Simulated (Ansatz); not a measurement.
## CH9AsBN, SMILES C[B@@H-](N)[AsH3+]: a single point in a Gaussian basis, step by step

Computed with the Python package of Ansatz (0.2.0).

The cells in order, each with its output:

```python
from pathlib import Path

import ansatz as az
from ase import Atoms
```

```python
atoms = Atoms(["C", "B", "N", "As", "H", "H", "H", "H", "H", "H", "H", "H", "H"], positions=[
    (-0.8571, -1.3086, 0.183),
    (-0.3685, 0.0913, -0.4229),
    (-1.1289, 1.2454, 0.2466),
    (1.6548, 0.3102, -0.1284),
    (-1.9505, -1.4219, 0.03),
    (-0.6339, -1.3514, 1.2696),
    (-0.3323, -2.1412, -0.3301),
    (-0.5876, 0.1031, -1.5951),
    (-0.8433, 2.1296, -0.2314),
    (-0.8031, 1.3176, 1.2371),
    (1.8965, 1.7245, -0.7498),
    (1.7463, 0.2092, 1.4293),
    (2.2077, -0.908, -0.9379),
])
mol = az.Crystal.molecule_from_ase(atoms)
```

```python
base = mol.calculation()
base = base.basis(gaussian="def2-TZVP")
base = base.functional("b3lyp").orbitals()
done = base.run(runs_dir="ch9asbn_runs")
rep = done.report
```

    

```python
rep["positions_ang"]
```

    [[-0.8571, -1.3086, 0.183], [-0.3685, 0.0913, -0.4229], [-1.1289, 1.2454, 0.2466],
     [1.6548, 0.3102, -0.1284], [-1.9505, -1.4219, 0.03], [-0.6339, -1.3514, 1.2696],
     [-0.3323, -2.1412, -0.3301], [-0.5876, 0.1031, -1.5951], [-0.8433, 2.1296, -0.2314],
     [-0.8031, 1.3176, 1.2371], [1.8965, 1.7245, -0.7498], [1.7463, 0.2092, 1.4293],
     [2.2077, -0.908, -0.9379]]

```python
rep["converged"], rep["free_energy_ev"]
```

    (True, -64192.973777098974)

```python
print(f"E = {rep['free_energy_ev']:.6f} eV = {rep['free_energy_ev'] / 27.211386246:.7f} Ha")
print("converged:", rep["converged"], " doubts:", rep["published_state_doubts"] or "none")
```

    E = -64192.973777 eV = -2359.0482747 Ha
    converged: True  doubts: none

```python
state = rep["mean_field"]["state"]
print(f"mean field: {state['energy']['hartree']:.7f} Ha, <S^2> = {abs(state['spin_squared']):.4f}, stability: {state.get('stability', {}).get('kind')}")
```

    mean field: -2359.0482747 Ha, <S^2> = 0.0000, stability: minimum

```python
lines = Path(rep["orbitals_path"]).read_text().splitlines()
field_of = lambda key: [line.split("=")[1].strip() for line in lines if line.startswith(key)]
orbitals = [(27.211386 * float(e), s, float(n)) for e, s, n in zip(field_of("Ene="), field_of("Spin="), field_of("Occup="))]
homo = max(e for e, _, n in orbitals if n > 0.5)
lumo = min(e for e, _, n in orbitals if n < 0.5)
for e, spin, n in sorted(orbitals):
    if homo - 10 < e < lumo + 5:
        print(f"{spin:6s} {e:10.3f} eV  occupation {n:.0f}")
```

    Alpha     -12.591 eV  occupation 2
    Alpha     -12.136 eV  occupation 2
    Alpha     -12.064 eV  occupation 2
    Alpha     -11.676 eV  occupation 2
    Alpha     -10.418 eV  occupation 2
    Alpha     -10.083 eV  occupation 2
    Alpha      -8.706 eV  occupation 2
    Alpha      -7.946 eV  occupation 2
    Alpha      -7.280 eV  occupation 2
    Alpha      -5.898 eV  occupation 2
    Alpha      -2.238 eV  occupation 0
    Alpha      -0.214 eV  occupation 0
    Alpha      -0.194 eV  occupation 0
    Alpha       1.392 eV  occupation 0
    Alpha       1.575 eV  occupation 0
    Alpha       1.781 eV  occupation 0
    Alpha       2.228 eV  occupation 0

Reading the output:
- Total energies depend on the basis set; only differences at equal settings carry meaning.
- The geometry is a force-field or estimated start, not a minimum of this method, and the basis set is short of its limit.
- Alpha marks a spatial orbital of a restricted run, filled by both spins.
- b3lyp holds the VWN-RPA fit, as in Gaussian; the form of ORCA and Turbomole is b3lyp5.
- Levels such as HOMO and LUMO are orbital energies: with these approximate functionals they aren't the ionisation energy and electron affinity, and their gap isn't the fundamental gap.
- Timing: 8.2 s on 1 thread of Arm Neoverse V2, with other jobs on the host, peak memory 0.53 GiB.

(Lines on the test bed's own set-up are left out of the output.)
